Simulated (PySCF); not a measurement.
# [Pd2Cl]+: relaxation and vibrations of the triplet

Where does triplet [Pd2Cl]+ go from a PBE0 minimum start, is the end point a minimum, and what are its modes, charges and moments?

Program: PySCF 2.14.0. Level of theory: PBE0, basis Cl def2-TZVP, Pd def2-TZVP with ECP28, scalar-relativistic core potentials, no spin–orbit coupling, density fitting. These are calculated values, not measurements.

## Step 1: Starting geometry

3 atoms, charge 1, spin multiplicity 3.

Bond lengths: Cl1–Pd2 2.304 Å, Cl1–Pd3 2.304 Å. Angles: Pd2–Cl1–Pd3 115.0°.

```xyz
3
charge 1 multiplicity 3
Cl    0.0000    0.0000    1.0629
Pd    1.9426    0.0000   -0.1755
Pd   -1.9426    0.0000   -0.1755
```

## Step 2: First SCF at the start

One driver script runs all steps and calls PySCF; scf.py shows how it sets up the SCF of each step. The optimiser is the driver's own. After this first run the driver tries any further starts and a stability analysis.

The input, scf.py:

```python
from pyscf import gto, scf, dft
mol = gto.M(atom='''
Cl     0.000000     0.000000     1.062890
Pd     1.942570     0.000000    -0.175480
Pd    -1.942570    -0.000000    -0.175480''',
    basis={'Cl': 'def2-TZVP', 'Pd': 'def2-TZVP'},
    ecp={'Pd': 'def2-TZVP'},
    charge=1, spin=2)
mf = dft.UKS(mol, xc='PBE0')
mf.grids.atom_grid = (50, 194)
aux = {'Cl': 'def2-universal-JKFIT', 'Pd': 'def2-universal-JKFIT'}
mf = mf.density_fit(auxbasis=aux)
mf.conv_tol = 1e-08
mf.diis_space = 10
mf.max_cycle = 60
mf.init_guess = 'minao'
mf.verbose = 4
mf.kernel()
```

Command:

```
$ OMP_NUM_THREADS=4 python axn.py task.json out
```

After this run come: Relaxation: PBE0 minimum start, triplet; Frequencies.

**Question.** What will these runs give? Wanted: minimum; geometry; wavenumbers; dipole moment; highest occupied, lowest empty level; polar-tensor charge of Cl1; zero-point energy; ⟨S²⟩.

**Answer**, as computed:

| quantity | value |
| --- | --- |
| minimum | triplet, C2v |
| geometry | Cl–Pd 2.304 Å (×2); Pd–Cl–Pd 114.5° |
| wavenumbers (cm⁻¹) | 51 (a1), 254 (a1), 333 (b2) |
| dipole moment (centre of mass) | 2.49 D |
| highest occupied, lowest empty level (either spin) | -12.44, -8.98 eV |
| polar-tensor charge of Cl1 | -0.43 e |
| zero-point energy | 3.8 kJ/mol |
| entropy at 298.15 K | 333.6 J/(mol K) |
| ⟨S²⟩ | 2.002 |

What this shows: The molecule stays C2v, as typed, and the end point is a minimum. In the infrared the band at 333 cm⁻¹ (b2) leads. Other starts or spin states, not run here, may lie lower. One determinant may miss the lowest occupation of an open d or f shell.
